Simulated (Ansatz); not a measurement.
Crystal: NiMoIrPdW.

```
Ni Mo Pd Ir W
1.0
    -1.37004    1.37004    9.71647
     1.37004   -1.37004    9.71647
     1.37004    1.37004   -9.71647
Ni Mo Pd Ir W
1 1 1 1 1
Direct
  0.19862 0.19862 0.00000
  0.60922 0.60922 0.00000
  0.79310 0.79310 0.00000
  0.39944 0.39944 0.00000
  0.99565 0.99565 0.00000
```

The cell was built by a generator and needn't be a form met in nature.

```yaml
Program: Ansatz 0.2.0
Task: relaxation of cell and atoms
Functional: PBE
Dispersion: D4
Potentials_or_basis: all-electron PAW datasets made for the crystal
k_mesh: 8 × 8 × 8
Occupations: fermi-dirac, width 0.05 eV
Spin: collinear spin, ferromagnetic start
Starting_moments: "[1.0, 1.0, 0.0, 0.6, 0.0] μB"
```

At the start: volume 14.59 Å³/atom.

**Question.** How do energy, volume and symmetry change on relaxing?

**Answer.** Over 5 steps the energy falls by 7.8 meV/atom and the volume is 14.22 Å³/atom (-2.6 %); space group I4mm (No. 107, to 0.05 Å); moment 0.00 μB per cell.

The path:
| step | energy change (eV) | largest force (eV/Å) | volume (Å³) |
| --- | --- | --- | --- |
| 1 | 0.0000 | 0.0918 | 72.95 |
| 2 | -0.0377 | 0.0428 | 71.31 |
| 3 | -0.0388 | 0.0256 | 71.07 |
| 4 | -0.0388 | 0.0050 | 71.08 |
| 5 | -0.0388 | 0.0050 | 71.08 |

Final structure:
```xyz
5
Lattice="-1.3621 1.3621 9.5774 1.3621 -1.3621 9.5774 1.3621 1.3621 -9.5774" Properties=species:S:1:pos:R:3 pbc="T T T"
Ni    0.0000    0.0000    3.8110
Mo    0.0000    0.0000   11.6763
Pd    0.0000    0.0000   15.1891
Ir    0.0000    0.0000    7.6382
W     0.0000    0.0000   19.0737
```

Caveat: the k mesh is coarse (spacing up to 0.41 Å⁻¹), so the values aren't converged; the k mesh is thin for a metal, which can move the energy by tens of meV per atom; the program listed the state as in doubt; the starting moments weren't kept.
